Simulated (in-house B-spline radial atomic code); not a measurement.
**Tb⁶⁺: ionisation energy by several methods**

The task here is to estimate one member of a computed series from the others.

Method: Dirac-Coulomb, several functionals, exact exchange averaged over the configuration; spherical all-electron atom at the radial basis limit. Code: in-house B-spline radial atomic code version 1.

**The system**

```
element       : terbium (Z = 65)
charge        : +6
electrons     : 59
configuration : [Kr] 4d10 4f8 5s2 5p3
nucleus       : Fermi, rms radius 5.060 fm
```

The outer shells:

[Kr] 4d10 4f8 5s2 5p3
```
[Kr] core
4d [↑↓][↑↓][↑↓][↑↓][↑↓]
4f [↑↓][↑ ][↑ ][↑ ][↑ ][↑ ][↑ ]
5s [↑↓]
5p [↑ ][↑ ][↑ ]
```

The boxes only draw the filling; these runs are spin-restricted and spherical.

Set-up of the first run:

Input settings:

```ini
Z = 65
electrons = 59.0
configuration = [Kr] 4d10 4f8 5s2 5p3
hamiltonian = dirac
method = lc_wpbe
spin_polarised = False
nucleus = fermi
rms_radius = 5.06
mass_number = 159
atomic_mass = 158.925353707
speed_of_light = 137.035999084
exact_exchange = averaged over the configuration
```

The run is started by

```bash
$ python run_scf.py task.json out
```

One command runs all members of the session, one after another, from task.json.

Steps of the session up to this table: LC-ωPBE, a range-separated hybrid; ωB97X, a range-separated hybrid; HSE06, a range-separated hybrid; B3LYP, a global hybrid.

One table of the session follows, with a row left open; its other results are not shown here.

```
 method  ΔSCF (eV)  with Breit, QED, recoil (eV)
  B3LYP     93.710                        93.823
LC-ωPBE     93.902                        94.014
  ωB97X          ?                             ?
  HSE06     93.505                        93.619
```

**Question.** Estimate the row for ωB97X.

As computed: ΔSCF (eV): 93.484; with Breit, QED, recoil (eV): 93.598. In the column «ΔSCF (eV)» it is the lowest.
